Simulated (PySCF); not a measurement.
# CCSD(T)/STO-3G run of LiBr (SMILES [Li][Br])

What is the vertical ionisation energy of LiBr at CCSD(T)/STO-3G? Input form: a Python script.

The calculation is run with PySCF 2.14.0.

11 further runs of the same task are left out: 11 set aside as unsound or not needed.

## (1) Starting point

LiBr has 2 atoms, charge 0, and is taken as a singlet. As SMILES, `[Li][Br]`. Geometry: relaxed at PBE0-D4/def2-TZVP.

Bond lengths: Li1–Br2 2.172 Å.

## (2) A single-point energy at CCSD(T)/STO-3G

The input, calc.py:

```python
from pyscf import gto, cc

mol = gto.M(
    atom='''
Li    -1.720218     0.524777    -0.899699
Br     1.775776    -0.638538     0.907258
''',
    max_memory=1860,
    basis='sto-3g',
    verbose=3,
    unit='bohr',
    charge=0,
)

calc0 = mol.RHF()
calc0.conv_tol = 1e-10
calc0.kernel()
if not calc0.converged:
    calc0 = calc0.newton().run(calc0.mo_coeff, calc0.mo_occ)

mycc = cc.CCSD(calc0, frozen=9)
mycc.kernel()
e_t = mycc.ccsd_t()
energy = mycc.e_tot + e_t
print('E(%s) = %.9f' % ('CCSD(T)', energy))
```

Launch:

```
OMP_NUM_THREADS=1 python calc.py
```

The log of the run:

```text
converged SCF energy = -2552.08334232276
E(CCSD) = -2552.103285088985  E_corr = -0.01994276622828269
CCSD(T) correction = -0.00242215814676668
E(CCSD(T)) = -2552.105707247
```

Wall time 0.64 s (1 thread of Arm Neoverse V2, shared host); peak memory 0.12 GiB.

## (3) The doublet cation at the same level

The input, run.py:

```python
from pyscf import gto, cc

system = gto.M(
    atom='Li -0.910300 0.277700 -0.476100; Br 0.939700 -0.337900 0.480100',
    charge=1,
    basis='sto-3g',
    verbose=3,
    max_memory=1860,
    spin=1,
)

myscf = system.UHF()
myscf.conv_tol = 1e-10
myscf.kernel()
if not myscf.converged:
    myscf = myscf.newton().run(myscf.mo_coeff, myscf.mo_occ)

mycc = cc.CCSD(myscf, frozen=9)
mycc.kernel()
e_t = mycc.ccsd_t()
e_final = mycc.e_tot + e_t
print(f'total energy: {e_final:.8f} hartree')
```

Launch:

```
OMP_NUM_THREADS=1 python run.py
```

The log of the run:

```text
converged SCF energy = -2551.84272979676  <S^2> = 0.75127172  2S+1 = 2.0012713
E(UCCSD) = -2551.848569542189  E_corr = -0.005839745432470646
UCCSD(T) correction = -0.000184846940519917
total energy: -2551.84875439 hartree
```

It took 0.68 s on 1 thread of Arm Neoverse V2, shared host; peak memory 0.12 GiB.

## (4) Results

Level: CCSD(T)/STO-3G, 9 core orbitals frozen.

```
                                                                  quantity           value
                                                singlet LiBr: total energy  -2552.10571 Eh
                        singlet LiBr: dipole moment (Hartree–Fock density)          4.66 D
                         singlet LiBr: HOMO energy (Hartree–Fock orbitals)        -7.52 eV
                         singlet LiBr: LUMO energy (Hartree–Fock orbitals)         1.96 eV
                       singlet LiBr: HOMO–LUMO gap (Hartree–Fock orbitals)         9.49 eV
                 singlet LiBr: correlation energy (9 core orbitals frozen)       -22.4 mEh
                                              singlet LiBr: (T) correction       -2.42 mEh
                                               singlet LiBr: T1 diagnostic           0.015
                                              doublet cation: total energy  -2551.84875 Eh
doublet cation: HOMO energy (Hartree–Fock orbitals) (highest over α and β)       -16.48 eV
 doublet cation: LUMO energy (Hartree–Fock orbitals) (lowest over α and β)        -5.90 eV
               doublet cation: correlation energy (9 core orbitals frozen)        -6.0 mEh
                                            doublet cation: (T) correction       -0.18 mEh
                         doublet cation: ⟨S²⟩ of the reference determinant           0.751
                                             doublet cation: T1 diagnostic           0.004
                        vertical ionisation energy (to the doublet cation)        6.992 eV
```

The vertical ionisation energy comes to 6.99 eV (675 kJ/mol). In a minimal basis such a difference can be off by several eV, whatever the method. The triples (singlet LiBr) make up 10.8 % of the correlation energy. The triples (doublet cation) make up 3.1 % of the correlation energy.
